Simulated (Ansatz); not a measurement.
**Ge₂HF+ (doublet): the correlation ladder, cc-pVDZ**

An exercise on one series of results from a longer session: the logs are not shown, and one member is left open.

Computed with Ansatz 0.2.0, Gaussian basis. Level: cc-pVDZ, core rule «outside noble gas», up to 29 orbitals frozen.

The runs, in order: UHF; CCSD(T) on ROHF; CCSD(T) on UHF; BCCD(T) on ROHF; CISD as a restricted active space (open shells left free, so some higher excitations enter); CCSDT(Q) on ROHF; CCSDT(Q) on UHF.

5 further runs of the same task are left out: 1 for a known fault of the program, 4 set aside as unsound or not needed. Runs told in other sessions of the task aren't counted.

### What is computed

The geometry is a PBE0/def2-TZVP stationary point (not a proven minimum) of the parent state, kept for this charge and spin. No spin-orbit coupling is included. The filled d shell of Ge may be among the frozen orbitals whatever the setting's name suggests.

4 atoms, charge 1, spin multiplicity 2.

Atoms are counted from 1 here; the program's logs count them from 0.

Bond lengths: F1–Ge2 1.748 Å, Ge2–Ge3 2.390 Å, Ge2–H4 1.555 Å. Angles: F1–Ge2–Ge3 123.9°, F1–Ge2–H4 99.7°, Ge3–Ge2–H4 136.4°.

The first run:

The input, in.yaml:

```yaml
crystal:
  periodic: [false, false, false]
  atoms:
    - {symbol: F, position_ang: [0.000000, -0.916623, 2.112055]}
    - {symbol: Ge, position_ang: [0.000000, 0.329446, 0.886053]}
    - {symbol: Ge, position_ang: [0.000000, -0.111789, -1.463364]}
    - {symbol: H, position_ang: [0.000000, 1.591075, 1.795915]}
basis:
  gaussian: {orbitals: cc-pVDZ}
total_charge: 1
magnetization: {spin_polarized: true, initial_magnetization: 1}
hamiltonian: {xc: hf}
output: {orbitals: {seedname: orbitals}}
```

On the command line:

```
> ansatz run in.yaml --threads 1 --pin off --events-out ev --progress --plain --max-ram 4096MiB --backend cpu
```

Among the steps run: UHF; CCSD(T) on ROHF; CCSD(T) on UHF; BCCD(T) on ROHF; CISD as a restricted active space (open shells left free, so some higher excitations enter); CCSDT(Q) on ROHF; CCSDT(Q) on UHF.

One table of the session follows, with a row left open; its other results are not shown here.

It belongs to the step «Misses and costs». 

```
   method  from UCCSDT(Q) (kJ/mol)
     ROHF                   +937.6
      UHF                   +931.2
     RMP2                   +104.6
     UMP2                        ?
    RCCSD                    +29.7
    UCCSD                    +29.4
 RCCSD(T)                     +6.1
 UCCSD(T)                     +6.0
  BCCD(T)                     +5.5
   RCCSDT                     +2.6
   UCCSDT                     +2.4
RCCSDT(Q)                     +0.7
UCCSDT(Q)                        0
```

Estimate the missing values for UMP2.

The run gave: from UCCSDT(Q) (kJ/mol): +105.4. In the column «from UCCSDT(Q) (kJ/mol)» it lies between RMP2 (+104.6) and UHF (+931.2).

Not comparable, so not listed: CISD as a restricted active space (open shells left free, so some higher excitations enter) (they don't share determinant, frozen orbitals or solution with the rows shown, or repeat one).

Limits of these values: Restricted and unrestricted rows rest on different reference determinants; a gap between their highest levels can come from leftover correlation error, from unlike frozen cores or from another state.
